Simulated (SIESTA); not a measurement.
The system is CsLiCr2Te2S3.

```
Cs Li Cr Te S
1.0
     3.60358    0.00000    0.00000
    -1.80179    3.12079    0.00000
     0.00000    0.00000   19.06651
Cs Li Cr Te S
1 1 2 2 3
Direct
  0.00000 0.00000 0.37399
  0.66667 0.33333 0.01607
  0.00000 0.00000 0.86637
  0.33333 0.66667 0.16833
  0.33333 0.66667 0.53891
  0.66667 0.33333 0.77276
  0.00000 0.00000 0.10030
  0.33333 0.66667 0.92920
  0.66667 0.33333 0.23408
```

The cell was built by a generator and needn't be a form met in nature.

Base run:

| Item | Value |
| --- | --- |
| Program | SIESTA 5.4.2 |
| Functional | PBE |
| Potentials or basis | PseudoDojo 0.4 standard (PBE files) |
| Basis | DZP (energy shift 0.003 Ry; two zetas on semicore shells; d shell added on Cs) |
| Grid cutoff | 800 Ry |
| Energy shift | 0.003 Ry |
| k mesh | 9 × 9 × 2 |
| Occupations | fermi-dirac, width 0.05 eV |
| Spin | collinear spin, ferromagnetic start |
| Starting moments | [0.0, 0.0, 3.0, 3.0, 0.0, 0.0, 0.0, 0.0, 0.0] μB |

Its results: band gap on the k mesh none (metal or under the smearing width); pressure 0.6 GPa; net moment 5.65 μB per cell; site moments Cs -0.02; Li -0.06; Cr +3.20, +3.30; Te -0.01, -0.39; S -0.11, -0.12, -0.14 μB; largest force 0.218 eV/Å.

Task: The run is repeated on the same cell with these changes: hubbard terms from none to Cr d U = 6 eV. What comes out?

Result: Band gap on the k mesh none (metal or under the smearing width); pressure 5.0 GPa; net moment 6.11 μB per cell; site moments Cs -0.04; Li -0.09; Cr +4.19, +3.94; Te -0.02, -0.64; S -0.41, -0.39, -0.44 μB; largest force 1.285 eV/Å.

Caveats: the basis of atomic orbitals isn't converged, which shifts pressures, moduli and gaps; only a ferromagnetic start was run, and an antiferromagnetic order may lie lower in energy; forces of over 1 eV/Å show positions far from the minimum, so gaps and moduli don't describe the material at rest (some runs).
